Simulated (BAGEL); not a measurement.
# HF/STO-3G (density fitting with qzvpp-jkfit) run of [GeH5]− (SMILES [H][Ge-]([H])([H])([H])[H])

What is the energy change on altering one bond length of [GeH5]− at HF/STO-3G (density fitting with qzvpp-jkfit)? 

The calculation is run with BAGEL 1.2.2.

5 further runs of the same task are left out: 5 that didn't finish.

### Step 1. The molecule

The species is [GeH5]− (6 atoms), meant as a singlet with charge -1. As SMILES, `[H][Ge-]([H])([H])([H])[H]`. Geometry: a GFN2-xTB relaxation, a rough one for these elements and not checked as a minimum.

Bond lengths: Ge1–H2 1.762 Å, Ge1–H3 1.782 Å, Ge1–H4 1.515 Å, Ge1–H5 1.514 Å, Ge1–H6 1.514 Å. Angles: H2–Ge1–H3 179.8°, H2–Ge1–H4 90.4°, H2–Ge1–H5 90.0°, H2–Ge1–H6 90.3°, H3–Ge1–H4 89.6°, H3–Ge1–H5 89.8°, H3–Ge1–H6 89.8°, H4–Ge1–H5 120.0°, H4–Ge1–H6 120.0°, H5–Ge1–H6 120.0°.

### Step 2. A single-point energy at HF/STO-3G (density fitting with qzvpp-jkfit)

Contents of calc.json:

```json
{ "bagel": [

{
  "title": "molecule",
  "basis": "sto-3g",
  "df_basis": "qzvpp-jkfit",
  "angstrom": true,
  "geometry": [
    { "atom": "Ge", "xyz": [    0.000170,   -0.001050,    0.006590 ] },
    { "atom": "H", "xyz": [   -0.023480,   -0.005740,    1.768690 ] },
    { "atom": "H", "xyz": [    0.022000,    0.009450,   -1.774870 ] },
    { "atom": "H", "xyz": [    1.514900,    0.010990,    0.015670 ] },
    { "atom": "H", "xyz": [   -0.767040,    1.304120,    0.000050 ] },
    { "atom": "H", "xyz": [   -0.746540,   -1.317780,   -0.016130 ] }
  ]
},
{
  "title": "hf",
  "charge": -1
},
{
  "title": "print",
  "file": "orbitals.molden",
  "orbitals": true
}

]}
```

Launch:

```console
BAGEL_NUM_THREADS=1 BAGEL calc.json > calc.out
```

Standard output:

```text
* using 1 threads per process

  ===============================================================
  ===============================================================

  *** Geometry ***

  { "atom" : "Ge", "xyz" : [      0.000321,     -0.001984,      0.012453 ] },
  { "atom" : "H", "xyz" : [     -0.044371,     -0.010847,      3.342340 ] },
  { "atom" : "H", "xyz" : [      0.041574,      0.017858,     -3.354018 ] },
  { "atom" : "H", "xyz" : [      2.862746,      0.020768,      0.029612 ] },
  { "atom" : "H", "xyz" : [     -1.449496,      2.464430,      0.000094 ] },
  { "atom" : "H", "xyz" : [     -1.410756,     -2.490243,     -0.030481 ] },

  Number of auxiliary basis functions:      356

  Since a DF basis is specified, we compute 2- and 3-index integrals:
    o Being stored without compression. Storage requirement is 0.002 GB

  Number of basis functions:       23
  Number of electrons      :       37

    * METHOD: MOLECULE                             0.07

  *** RHF ***

  === Nuclear Repulsion ===
    54.7797144814

      * DIIS with orbital gradients will be used.

  === RHF iteration (sto-3g) ===
      0      -2054.35570138          0.00503259           0.01
      1      -2054.36515481          0.00102549           0.01
      2      -2054.36556203          0.00016413           0.01
      3      -2054.36557366          0.00001830           0.01
      4      -2054.36557380          0.00000171           0.01
      5      -2054.36557381          0.00000013           0.01
      6      -2054.36557381          0.00000003           0.01
      7      -2054.36557381          0.00000000           0.01
    * SCF iteration converged.

    * Permanent dipole moment:
           (   -0.000940,     0.006065,    -0.055048) a.u.

    * METHOD: HF                                   0.12

    * METHOD: PRINT                                0.00

  ===============================================================
```

It took 0.42 s on 1 thread of AMD EPYC 7B13 (Zen 3), shared host; peak memory 0.081 GiB.

### Step 3. The distorted shape at the same level

Contents of input.json:

```json
{ "bagel": [

{
  "title": "molecule",
  "basis": "sto-3g",
  "df_basis": "qzvpp-jkfit",
  "angstrom": true,
  "geometry": [
    { "atom": "Ge", "xyz": [       0.896240,       1.579058,       0.033855 ] },
    { "atom": "H", "xyz": [       0.872590,       1.574368,       1.795955 ] },
    { "atom": "H", "xyz": [       0.918070,       1.589558,      -1.747605 ] },
    { "atom": "H", "xyz": [       2.410970,       1.591098,       0.042935 ] },
    { "atom": "H", "xyz": [       0.129030,       2.884228,       0.027315 ] },
    { "atom": "H", "xyz": [      -0.746540,      -1.317780,      -0.016130 ] }
  ]
},

{ "title": "hf", "charge": -1 },

{ "title": "print", "file": "orbitals.molden", "orbitals": true }

]}
```

Launch:

```console
BAGEL_NUM_THREADS=1 BAGEL input.json > input.out
```

Standard output:

```text
* using 1 threads per process

  ===============================================================
  ===============================================================

  *** Geometry ***

  { "atom" : "Ge", "xyz" : [      1.693648,      2.983987,      0.063977 ] },
  { "atom" : "H", "xyz" : [      1.648956,      2.975124,      3.393863 ] },
  { "atom" : "H", "xyz" : [      1.734901,      3.003829,     -3.302495 ] },
  { "atom" : "H", "xyz" : [      4.556073,      3.006739,      0.081135 ] },
  { "atom" : "H", "xyz" : [      0.243831,      5.450401,      0.051618 ] },
  { "atom" : "H", "xyz" : [     -1.410756,     -2.490243,     -0.030481 ] },

  Number of auxiliary basis functions:      356

  Since a DF basis is specified, we compute 2- and 3-index integrals:
    o Being stored without compression. Storage requirement is 0.002 GB

  Number of basis functions:       23
  Number of electrons      :       37

    * METHOD: MOLECULE                             0.07

  *** RHF ***

  === Nuclear Repulsion ===
    48.3479810381

      * DIIS with orbital gradients will be used.

  === RHF iteration (sto-3g) ===
      0      -2054.08933200          0.00629800           0.01
      1      -2054.13006015          0.00400640           0.01
      2      -2054.13578816          0.00097929           0.01
      3      -2054.13616027          0.00016391           0.01
      4      -2054.13617105          0.00006249           0.01
      5      -2054.13617268          0.00001228           0.01
      6      -2054.13617274          0.00000226           0.01
      7      -2054.13617274          0.00000027           0.01
      8      -2054.13617274          0.00000006           0.01
      9      -2054.13617274          0.00000002           0.01
     10      -2054.13617274          0.00000000           0.01
    * SCF iteration converged.

    * Permanent dipole moment:
           (   -1.515139,    -2.667973,    -0.072365) a.u.

    * METHOD: HF                                   0.15

    * METHOD: PRINT                                0.00

  ===============================================================
```

Run time: 0.44 s. Hardware: 1 thread of AMD EPYC 7B13 (Zen 3), shared host; peak memory 0.081 GiB.

### Step 4. Results

Level: HF/STO-3G (density fitting with qzvpp-jkfit).

| quantity | value |
| --- | --- |
| first shape: total energy | -2054.36557 Eh |
| first shape: HOMO energy | 2.45 eV |
| first shape: LUMO energy | 21.50 eV |
| first shape: HOMO–LUMO gap (to an unbound level, set by the basis) | 19.05 eV |
| distorted shape: total energy | -2054.13617 Eh |
| distorted shape: HOMO energy | 4.00 eV |
| distorted shape: LUMO energy | 10.18 eV |
| distorted shape: HOMO–LUMO gap (to an unbound level, set by the basis) | 6.17 eV |
| energy change with the Ge1–H6 bond stretched from 1.514 to 3.331 Å | 6.242 eV |

In words: With the Ge1–H6 bond stretched from 1.514 to 3.331 Å the energy rises by 6.24 eV (602 kJ/mol). The first shape isn't relaxed at this level, so the change isn't measured from a minimum. The minimal basis adds a large error of its own. The HOMO (first shape) lies at positive energy, 2.45 eV: the electron is unbound at this level or held by a compact basis; values depend on the basis. The HOMO (distorted shape) lies at positive energy, 4.00 eV: the electron is unbound at this level or held by a compact basis; values depend on the basis.
